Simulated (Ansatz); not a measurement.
# CH₅NOSeSi: a ladder of functionals and wavefunction methods

The task here is to estimate one member of a computed series from the others.

Program: Ansatz 0.2.0, Gaussian basis. Level of theory: functionals in def2-TZVPP, the program's frozen cores in correlated methods. These are calculated values, not measurements.

Plan: PBE-D4, r2SCAN-D4, PBE0-D4, B3LYP-D4, ωB97X-V, ωB97M-V, B2PLYP; CCSD(T)/def2-TZVPP; MP2/def2-QZVPP; extrapolation to the limit.

## Structure used throughout

The geometry comes from an earlier relaxation with PBE0-D4 in a triple-zeta def2 set; it is a stationary point, not always the lowest conformer.

SMILES `N[SiH]1OC[Se]1`, 10 atoms, charge 0, spin multiplicity 1.

Atoms are counted from 1 here; the program's logs count them from 0.

Bond lengths: N1–Si2 1.686 Å, N1–H6 1.005 Å, N1–H7 1.006 Å, Si2–O3 1.667 Å, Si2–Se5 2.267 Å, Si2–H8 1.481 Å, O3–C4 1.411 Å, C4–Se5 1.999 Å, C4–H9 1.090 Å, C4–H10 1.090 Å. Angles: Si2–N1–H6 122.3°, Si2–N1–H7 124.1°, H6–N1–H7 113.6°, N1–Si2–O3 117.5°, N1–Si2–Se5 118.1°, N1–Si2–H8 104.9°, O3–Si2–Se5 85.1°, O3–Si2–H8 112.2°, Se5–Si2–H8 118.7°, Si2–O3–C4 103.0°, O3–C4–Se5 103.2°, O3–C4–H9 111.4°, O3–C4–H10 111.4°, Se5–C4–H9 109.6°, Se5–C4–H10 109.9°, H9–C4–H10 111.0°, Si2–Se5–C4 68.6°.

The first run:

Input file in.yaml:

```yaml
crystal:
  periodic: [false, false, false]
  atoms:
    - {symbol: N, position_ang: [-1.095721, 0.838137, 1.413099]}
    - {symbol: Si, position_ang: [-0.665096, -0.227923, 0.179881]}
    - {symbol: O, position_ang: [0.897203, -0.808805, 0.174950]}
    - {symbol: C, position_ang: [1.374064, -0.423998, -1.095748]}
    - {symbol: Se, position_ang: [-0.141168, 0.640787, -1.847710]}
    - {symbol: H, position_ang: [-1.795828, 0.611430, 2.098262]}
    - {symbol: H, position_ang: [-0.649734, 1.725284, 1.572391]}
    - {symbol: H, position_ang: [-1.666464, -1.316628, 0.250577]}
    - {symbol: H, position_ang: [1.562592, -1.290740, -1.729425]}
    - {symbol: H, position_ang: [2.263254, 0.201456, -1.013376]}
basis:
  gaussian: {orbitals: def2-TZVPP}
hamiltonian: {xc: pbe, dispersion: d4}
output: {forces: true, orbitals: {seedname: orbitals}}
```

On the command line:

```sh
> ansatz run in.yaml --threads 4 --pin off --events-out ev --progress --plain --max-ram 10444MiB
```

Steps of the session up to this table: PBE-D4 (GGA); r2SCAN-D4 (meta-GGA); PBE0-D4 (hybrid); B3LYP-D4 (hybrid); ωB97X-V (range-separated); ωB97M-V (range-separated); B2PLYP (double hybrid); CCSD(T) in def2-TZVPP; MP2 in def2-QZVPP.

One of the session's tables, all rows but one given; the rest of the session is left out.

| method | atomisation energy (kJ/mol) |
| --- | --- |
| PBE-D4 | 3733.8 |
| r2SCAN-D4 | 3655.8 |
| PBE0-D4 | 3649.5 |
| B3LYP-D4 | 3642.9 |
| ωB97X-V | 3673.7 |
| ωB97M-V | 3661.8 |
| B2PLYP | 3603.2 |
| HF/def2-TZVPP | 2492.9 |
| MP2/def2-TZVPP | ? |
| CCSD/def2-TZVPP | 3471.2 |
| CCSD(T)/def2-TZVPP | 3540.1 |
| MP2/CBS | 3746.7 |
| CCSD(T)/CBS | 3665.9 |

Q: Estimate the row for MP2/def2-TZVPP from the others.

**Answer.** atomisation energy (kJ/mol): 3620.9. In the column «atomisation energy (kJ/mol)» it lies between B2PLYP (3603.2) and B3LYP-D4 (3642.9).
